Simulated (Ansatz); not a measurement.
# SiNi3Mo2: the cost of one run

All numbers are computed with the Python package of Ansatz 0.2.0. Level of theory: DFT PBEsol, plane waves, PAW.

**1. The structure**

It takes space group P6_3/mmc (No. 194, hexagonal). Conventional cell: a = 4.726 Å, b = 4.726 Å, c = 7.469 Å, α = 90.00°, β = 90.00°, γ = 120.00°. Si (site symmetry -3m) has 6 Ni at 2.33 Å and 6 Mo at 2.77 Å in its first shell of neighbours. Ni (site symmetry mm2) has 4 Ni at 2.32 to 2.41 Å and 2 Si at 2.33 Å and 6 Mo at 2.72 to 2.73 Å in its first shell of neighbours. Around Mo (site symmetry 3m) lie 9 Ni at 2.72 to 2.73 Å and 4 Mo at 2.74 to 2.90 Å and 3 Si at 2.77 Å.

The script holds or builds the structure itself.

**2. The code**

File vcrelax.py:

```python
import warnings

import ansatz as az
import matplotlib.pyplot as plt
import numpy as np

MESH = (7, 7, 4)
WIDTH_EV = 0.05

def edges_and_angles(cell):
    cell = np.asarray(cell)
    a, b, c = np.linalg.norm(cell, axis=1)
    cosines = cell[1] @ cell[2] / (b * c), cell[0] @ cell[2] / (a * c), cell[0] @ cell[1] / (a * b)
    return (a, b, c, *np.degrees(np.arccos(cosines)))

warnings.simplefilter("ignore", az.DeckWarning)

lattice = az.Lattice.of(
    [4.726181, 0.0, 0.0],
    [-2.363091, 4.092993, 0.0],
    [0.0, 0.0, 7.468944],
)
sites = [
    ("Si", [0.0, 0.0, 0.0], 0.0),
    ("Si", [0.0, 0.0, 0.5], 0.0),
    ("Ni", [0.169649, 0.339298, 0.75], 1.0),
    ("Ni", [0.660702, 0.830351, 0.75], -1.0),
    ("Ni", [0.169649, 0.830351, 0.75], 1.0),
    ("Ni", [0.830351, 0.660702, 0.25], -1.0),
    ("Ni", [0.339298, 0.169649, 0.25], 1.0),
    ("Ni", [0.830351, 0.169649, 0.25], -1.0),
    ("Mo", [2 / 3, 1 / 3, 0.933625], 0.0),
    ("Mo", [1 / 3, 2 / 3, 0.066375], 0.0),
    ("Mo", [1 / 3, 2 / 3, 0.433625], 0.0),
    ("Mo", [2 / 3, 1 / 3, 0.566375], 0.0),
]
crystal = az.Crystal(lattice=lattice)
for symbol, position, moment in sites:
    crystal = crystal.atom(symbol, position, moment=moment or None)

calc = (
    crystal.calculation()
    .functional(az.Functional.PBESOL)
    .pseudopotentials("paw")
    .kpoints(mesh=MESH)
    .occupations(az.OccupationsMethod.GAUSSIAN, width=WIDTH_EV)
    .spin(az.SpinTreatment.COLLINEAR)
    .relax(cell=True, stress_tolerance=0.1)
)
steps = []


def collect(event):
    if event["event"] == "relax_step":
        steps.append(event["data"])


res = calc.session().plan().execute(on_event=collect)
rep = res.report
for s in steps:
    flag = "" if s["accepted"] else "  (rejected)"
    print("step %2d  E = %.5f eV  largest force component = %.4f eV/A%s" % (s["step"], s["lagrangian_ev"], s["allowed_force_max_ev_ang"], flag))

first, last = steps[0], steps[-1]
symbols = [site.symbol for site in res.lattice.sites]
print(f"energy gained {first['lagrangian_ev'] - last['lagrangian_ev']:.4f} eV in {len(steps) - 1} steps")
for label, vectors in (("before", first["cell_ang"]), ("after", res.lattice.cell_ang)):
    print(label, "a b c (A) {:.4f} {:.4f} {:.4f}  angles {:.2f} {:.2f} {:.2f}".format(*edges_and_angles(vectors)), f" V = {abs(np.linalg.det(vectors)):.3f} A^3")
print("final stress xx yy zz (GPa, compression positive):", np.round(np.diag(rep["stress_gpa"]), 3) + 0.0)

change = np.array(last["positions_ang"]) @ np.linalg.inv(last["cell_ang"]) - np.array(first["positions_ang"]) @ np.linalg.inv(first["cell_ang"])
moved = np.linalg.norm(change @ np.array(last["cell_ang"]), axis=1)
print("displacement within the cell, strain taken out (A):", " ".join(f"{s}:{d:.3f}" for s, d in zip(symbols, moved)))

print("relaxed fractional positions")
for site in res.lattice.sites:
    print(f"  {site.symbol:2s}", " ".join(f"{v % 1:8.5f}" for v in np.round(site.position_frac, 5)))

fig, (top, bottom) = plt.subplots(2, 1, sharex=True, figsize=(4.5, 4))
top.plot([s["lagrangian_ev"] - last["lagrangian_ev"] for s in steps], "o-")
top.set_ylabel("E - E(final) (eV)")
bottom.semilogy([max(s["allowed_force_max_ev_ang"], 1e-6) for s in steps], "s-")
bottom.set(xlabel="step", ylabel="largest force (eV/A)")
fig.tight_layout()
fig.savefig("relax.png", dpi=100)

for key in ("converged", "n_iterations", "n_electrons", "n_kpoints", "n_pw", "n_symmetry_ops", "free_energy_ev", "fermi_energy_ev"):
    print(f"{key:18s} {rep[key]}")

print(calc.to_yaml())
```

**3. Launch**

On the command line:

```
python vcrelax.py
```

Q: Estimate wall time and peak memory on 1 thread of Arm Neoverse V1, shared host.

About 18 min, with a peak of 1.4 GiB.
